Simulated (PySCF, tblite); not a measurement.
# C3H11Si2 radical, a small gas-phase stand-in for a defect centre (C site with back bonds [SiH3], C, C[SiH3]): EPR parameters

Aim: the EPR parameters of `C[C]([SiH3])C[SiH3]`. It is drawn as: dangling bond.

Computed with tblite 0.8.0 and PySCF 2.14.0; each step states its level. No surroundings beyond the atoms listed, unless a continuum is named. Atoms count from 0, parts from 1.

## 1. The system as given

16 atoms, charge 0, multiplicity 2; geometry: distance geometry start.

## 2. Geometry optimisation with GFN2-xTB

The job: settings as JSON, then the geometry in Å.

```
{"job": {"kind": "relax", "xc": "GFN2-xTB", "basis": "xTB"}, "charge": 0, "multiplicity": 2}
C     -0.720011     0.000089    -0.569906
Si    -1.454920    -0.839781     0.888186
C     -0.891260     1.489904    -0.610800
C      0.616073    -0.496785    -0.970684
Si     1.934899    -0.293147     0.318207
H     -2.727240    -0.183267     1.234258
H     -1.752872    -2.259790     0.659127
H     -0.599930    -0.723012     2.097220
H     -0.018689     2.047159    -0.204146
H     -1.102316     1.778290    -1.655069
H     -1.795988     1.768417    -0.019106
H      0.943466     0.115640    -1.864939
H      0.601909    -1.565107    -1.313449
H      3.153810    -0.903830    -0.210797
H      2.247856     1.119026     0.573761
H      1.608298    -1.023145     1.565620
```

Method: GFN2-xTB geometry optimisation, gas phase.

Launch:

```
$ OMP_NUM_THREADS=1 python cluster_run.py task.json out
```

The driver reads the jobs from task.json and runs them one after another.

**Question.** The jobs that follow are: PBE0-D3(BJ)/def2-SVP geometry optimisation, gas phase; UKS B3LYP, IGLO-III on C Si, pcH-1 on H, non-relativistic, mean-field spin-orbit, GIAO; UKS BHandHLYP, IGLO-III on C Si, pcH-1 on H, non-relativistic, mean-field spin-orbit, GIAO. Predict: point group; rotational constants (main isotopes); g(iso) (B3LYP); ⟨S²⟩; largest a(iso).

**Answer**, as computed:

| quantity | value |
| --- | --- |
| point group | C1 |
| rotational constants (main isotopes) | 4.08, 1.71, 1.39 GHz |
| g(iso) (B3LYP) | 2.00278 |
| ⟨S²⟩ | 0.754 (exact 0.75) |
| largest a(iso) | 1H on H8, 111.1 MHz |

What this shows: The start of the PBE0/def2-SVP relaxation was shaken at random by about 0.01 Å, so part of the energy gained, and of the first lengths quoted, undoes that. Over 4 steps the energy fell by 0.171 eV; of the close pairs, Si4–H13 changed most, 1.442 to 1.497 Å (PBE0/def2-SVP). No frequency check was run at this level, so the end point may be a saddle. C0 carries the largest spin population, 0.91 e. The isotropic g lies 0.5 ppt above the free-electron value. The coupling of 1H on H8 runs from 111.1 (B3LYP/IGLO-III+pcH-1) to 111.5 MHz (BHandHLYP/IGLO-III+pcH-1). A capped cluster stands for the solid here, so long-range fields and strain are missing, and bands or shifts of the capping hydrogens have no counterpart in it.
